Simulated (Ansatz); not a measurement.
# C₂H₇GeN: basis-set convergence

The task here is to estimate one member of a computed series from the others.

Computed with Ansatz 0.2.0, Gaussian basis. Level: one geometry, several basis sets.

Plan: PBE0-D4/def2-SVP; ωB97M-V/def2-SVP; PBE0-D4/def2-QZVPP; ωB97M-V/def2-QZVPP; the functionals' def2-TZVPP values are taken from earlier runs.

## The relaxed structure

The geometry comes from an earlier relaxation with PBE0-D4 in a triple-zeta def2 set; it is a stationary point, not always the lowest conformer.

SMILES `C1[CH2][GeH2][NH]1`, 11 atoms, charge 0, spin multiplicity 1.

Atoms are counted from 1 here; the program's logs count them from 0.

Bond lengths: C1–C2 1.546 Å, C1–N4 1.473 Å, C1–H5 1.098 Å, C1–H6 1.097 Å, C2–Ge3 1.968 Å, C2–H7 1.088 Å, C2–H8 1.090 Å, Ge3–N4 1.854 Å, Ge3–H9 1.549 Å, Ge3–H10 1.541 Å, N4–H11 1.009 Å. Angles: C2–C1–N4 100.8°, C2–C1–H5 110.0°, C2–C1–H6 113.4°, N4–C1–H5 113.2°, N4–C1–H6 112.1°, H5–C1–H6 107.4°, C1–C2–Ge3 86.7°, C1–C2–H7 115.4°, C1–C2–H8 113.0°, Ge3–C2–H7 118.5°, Ge3–C2–H8 112.4°, H7–C2–H8 109.4°, C2–Ge3–N4 74.9°, C2–Ge3–H9 116.7°, C2–Ge3–H10 121.5°, N4–Ge3–H9 117.1°, N4–Ge3–H10 114.8°, H9–Ge3–H10 108.7° and more.

As a file:

```xyz
11
C2H7GeN
C    -0.78843   -0.07264   -0.76840
C    -0.06775   -1.10890    0.12392
Ge    0.95395    0.40410    0.85970
N    -0.45466    1.17763   -0.06413
H    -0.38819   -0.11438   -1.79020
H    -1.87126   -0.23315   -0.83342
H     0.47139   -1.88891   -0.40950
H    -0.72530   -1.56493    0.86365
H     2.37699    0.62467    0.28910
H     0.97642    0.70199    2.37116
H    -0.41776    2.01762   -0.62149
```

The first run:

The input, in.yaml:

```yaml
crystal:
  periodic: [false, false, false]
  atoms:
    - {symbol: C, position_ang: [-0.788425, -0.072638, -0.768399]}
    - {symbol: C, position_ang: [-0.067755, -1.108902, 0.123924]}
    - {symbol: Ge, position_ang: [0.953951, 0.404103, 0.859703]}
    - {symbol: N, position_ang: [-0.454663, 1.177631, -0.064134]}
    - {symbol: H, position_ang: [-0.388194, -0.114381, -1.790202]}
    - {symbol: H, position_ang: [-1.871265, -0.233150, -0.833422]}
    - {symbol: H, position_ang: [0.471392, -1.888910, -0.409501]}
    - {symbol: H, position_ang: [-0.725296, -1.564931, 0.863652]}
    - {symbol: H, position_ang: [2.376995, 0.624667, 0.289103]}
    - {symbol: H, position_ang: [0.976419, 0.701988, 2.371163]}
    - {symbol: H, position_ang: [-0.417759, 2.017624, -0.621487]}
basis:
  gaussian: {orbitals: def2-SVP}
hamiltonian: {xc: pbe0, dispersion: d4}
output: {orbitals: {seedname: orbitals}}
```

On the command line:

```sh
$ ansatz run in.yaml --threads 4 --pin off --events-out ev --progress --plain --max-ram 10444MiB
```

Among the steps run: PBE0-D4 in def2-SVP; ωB97M-V in def2-SVP; PBE0-D4 in def2-QZVPP; ωB97M-V in def2-QZVPP.

One table of the session follows, with a row left open; its other results are not shown here.

It belongs to the step «Functionals by basis». 

```
functional       basis  HOMO (eV)  LUMO (eV)
   PBE0-D4    def2-SVP      -6.34       0.42
   PBE0-D4  def2-TZVPP      -6.48       0.14
   PBE0-D4  def2-QZVPP          ?          ?
   ωB97M-V    def2-SVP      -8.65       2.25
   ωB97M-V  def2-TZVPP      -8.81       1.84
   ωB97M-V  def2-QZVPP      -8.84       1.31
```

**Question.** Estimate the row for PBE0-D4, def2-QZVPP.

The run gave: HOMO (eV): -6.52; LUMO (eV): -0.10. In the column «HOMO (eV)» it lies between ωB97M-V, def2-SVP (-8.65) and PBE0-D4, def2-TZVPP (-6.48).
